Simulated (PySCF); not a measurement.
Runs of PySCF 2.14.0 on O2CrFCl. The cell holds a molecule in a box, 5 atoms: a = 12.000 Å, b = 12.000 Å, c = 12.000 Å, α = 90.00°, β = 90.00°, γ = 90.00°. 

```tsv
task	level	conv_tol	grid for exchange and correlation	three-centre integrals	exxdiv	frozen core bands	gap on the mesh (eV)
atomic charges	BLYP	1e-07 Ha	Becke, atom-centred	read from an earlier run's file	-	-	2.73
atomic charges	SVWN5	1e-07 Ha	Becke, atom-centred	read from an earlier run's file	-	-	2.72
atomic charges	SCAN0	1e-07 Ha	Becke, atom-centred	read from an earlier run's file	ewald	-	(b)
MP2 correlation energy	HF	1e-08 Ha	-	read from an earlier run's file	ewald	13	(a)
atomic charges	PBE	1e-07 Ha	Becke, atom-centred	-	-	-	2.77
atomic charges	HSE06+D3(BJ)	1e-07 Ha	Becke, atom-centred	read from an earlier run's file	ewald	-	4.14
```

Alike in all rows: potentials or basis 6-31g* (all-electron); no spin polarisation; cell as given; k mesh 1 × 1 × 1; smearing fixed.

**Question.** Fill in the values left out.

**Answer.** (a) 12.33; (b) 5.13.

Caveats: this is a molecule in a periodic box at the Γ point, so its band gap is the HOMO-LUMO gap; the basis of atomic orbitals isn't converged, which shifts pressures, moduli and gaps; the basis is small and the box finite, so much correlation energy is missing and levels can be off by tenths of an eV (some runs); this program's HSE differs a little from the usual definition (some runs).

